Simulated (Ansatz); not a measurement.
**SnSe: a relaxation**

The task: find the equilibrium cell of SnSe.

The COD entry's cell or inner coordinates are ideal or old and differ from later refinements, so a difference from it is no clean test against experiment.

Program: Ansatz 0.2.0. Level of theory: DFT r2SCAN, scalar-relativistic, plane waves, PAW. These are calculated values, not measurements.

## 1. Starting point

The structure is orthorhombic, space group Pnma (No. 62). The conventional cell has a = 11.570 Å, b = 4.190 Å, c = 4.460 Å, α = 90.00°, β = 90.00°, γ = 90.00°. Sn (site symmetry m) has 3 Se at 2.77 to 2.82 Å as nearest neighbours. Around Se (site symmetry m) lie 3 Sn at 2.77 to 2.82 Å.

Coordinates:

```
Sn Se
1.0
    11.57000    0.00000    0.00000
     0.00000    4.19000    0.00000
     0.00000    0.00000    4.46000
Sn Se
4 4
Direct
  0.11800 0.25000 0.10300
  0.88200 0.75000 0.89700
  0.38200 0.75000 0.60300
  0.61800 0.25000 0.39700
  0.85500 0.25000 0.47900
  0.14500 0.75000 0.52100
  0.64500 0.75000 0.97900
  0.35500 0.25000 0.02100
```

The structure comes from the Crystallography Open Database.

(A quick probe on a coarse mesh, which set the mesh and smearing, is not shown.)

## 3. Full relaxation

Input file input.yaml:

```yaml
crystal:
  lattice:
    - [11.57, 0.0, 0.0]
    - [0.0, 4.19, 0.0]
    - [0.0, 0.0, 4.46]
  atoms:
    - { symbol: Sn, position: [0.118, 0.25, 0.103] }
    - { symbol: Sn, position: [0.882, 0.75, 0.897] }
    - { symbol: Sn, position: [0.382, 0.75, 0.603] }
    - { symbol: Sn, position: [0.618, 0.25, 0.397] }
    - { symbol: Se, position: [0.855, 0.25, 0.479] }
    - { symbol: Se, position: [0.145, 0.75, 0.521] }
    - { symbol: Se, position: [0.645, 0.75, 0.979] }
    - { symbol: Se, position: [0.355, 0.25, 0.021] }
basis:
  ecutwfc: 500
kpoints:
  mp_grid: { grid: [4, 6, 6] }
hamiltonian:
  xc: r2scan
scf:
  occupations: { method: gaussian, width: 0.02 }
output:
  forces: true
  stress: true
  eigenvalues: true
relax:
  adjacent_minimum: "off"
  f_tol: 0.005
  max_steps: 80
  cell: { stress_tol: 0.05 }
```

Run with:

```bash
$ ansatz run input.yaml --threads 2 --pin off --max-ram 5120MiB --backend cpu --events-out ev --progress --plain --runs-dir out
```

What does the calculation give? Wanted: relaxed cell; volume; formation energy; gap on the mesh.

As calculated:

| quantity | value |
| --- | --- |
| relaxed cell | a = 11.679 Å, b = 4.126 Å, c = 4.693 Å, α = 90.00°, β = 90.00°, γ = 90.00° |
| space group (0.01 Å) | Pnma (No. 62) |
| volume | 28.27 Å³/atom |
| formation energy (elements from runs with the same settings, not shown) | -0.46 eV/atom |
| gap on the mesh | 1.02 eV |

In words: The cell grew by 4.6 % in volume on relaxing. The shape changed too: the edges of the input's cell moved by +0.9, -1.5, +5.2 %. One edge grew alone, across layers that this level holds without a dispersion term. Layers here are held mostly by dispersion, which this level lacks, so their spacing and the stiffness across them are unreliable there.

These are semilocal Kohn-Sham gaps, which aren't the measured quantity. Such gaps usually fall short of the measured ones. Spin-orbit coupling is left out, though the cell holds Sn; it can move the gap.
